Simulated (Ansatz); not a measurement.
# Mn: single point with LDA

Sheet: Mn, a sheet with vacuum.

```
Mn
1.0
     2.61432    0.00000    0.00000
     0.00000    2.61432    0.00000
     0.00000    0.00000   23.80000
Mn
1
Direct
  0.00000 0.00000 0.29412
```

The cell was built by a generator and needn't be a form met in nature.

```json
{
 "Program": "Ansatz 0.2.0",
 "Task": "single point",
 "Functional": "LDA",
 "Potentials or basis": "all-electron LAPW, scalar-relativistic",
 "Cutoff": "249 eV (chosen from the basis error)",
 "Basis error allowed": "0.002 eV/atom",
 "k mesh": "10 × 10 × 1",
 "Occupations": "fermi-dirac, width 0.05 eV",
 "Spin": "collinear spin, ferromagnetic start",
 "Starting moments": "[4.0] μB"
}
```

* Band gap on the k mesh: none (metal or under the smearing width)
* Net moment: 4.24 μB per cell
* Absolute moment: 4.25 μB per cell
* Site moments: Mn +3.93 μB
* Work function: 4.01 eV

Stress tensor (GPa, compression positive):
```
-1.07  0.00  0.00
 0.00 -1.07  0.00
 0.00  0.00  0.00
```

Levels at points of the mesh, in eV from the Fermi level:
Spin up:
| k point | band 6 | band 7 | band 8 | band 9 | band 10 | band 11 | band 12 | band 13 | band 14 |
| --- | --- | --- | --- | --- | --- | --- | --- | --- | --- |
| (0.00, 0.00, 0.00) | -3.45 | -2.79 | -1.44 | -1.44 | -0.61 | -0.42 | 3.50 | 4.03 | 4.17 |
| (0.00, -0.50, 0.00) | -3.19 | -1.96 | -1.52 | -1.30 | 0.19 | 3.12 | 4.66 | 7.08 | 8.60 |
| (-0.50, -0.50, 0.00) | -2.67 | -2.67 | -1.72 | 0.10 | 5.13 | 5.13 | 9.21 | 9.79 | 9.89 |
Spin down:
| k point | band 2 | band 3 | band 4 | band 5 | band 6 | band 7 | band 8 | band 9 | band 10 |
| --- | --- | --- | --- | --- | --- | --- | --- | --- | --- |
| (0.00, 0.00, 0.00) | -45.53 | -45.25 | -45.25 | -4.28 | -0.57 | 0.19 | 0.45 | 2.20 | 2.20 |
| (0.00, -0.50, 0.00) | -45.52 | -45.50 | -45.23 | -0.77 | -0.22 | 1.18 | 1.33 | 1.78 | 2.38 |
| (-0.50, -0.50, 0.00) | -45.49 | -45.49 | -45.48 | -1.21 | 0.61 | 0.61 | 1.92 | 3.57 | 6.44 |

Run time: 17 s on 2 threads of AMD EPYC 7R43 64-Core Processor (Zen 3), with other jobs on the host, peak memory 0.48 GiB.
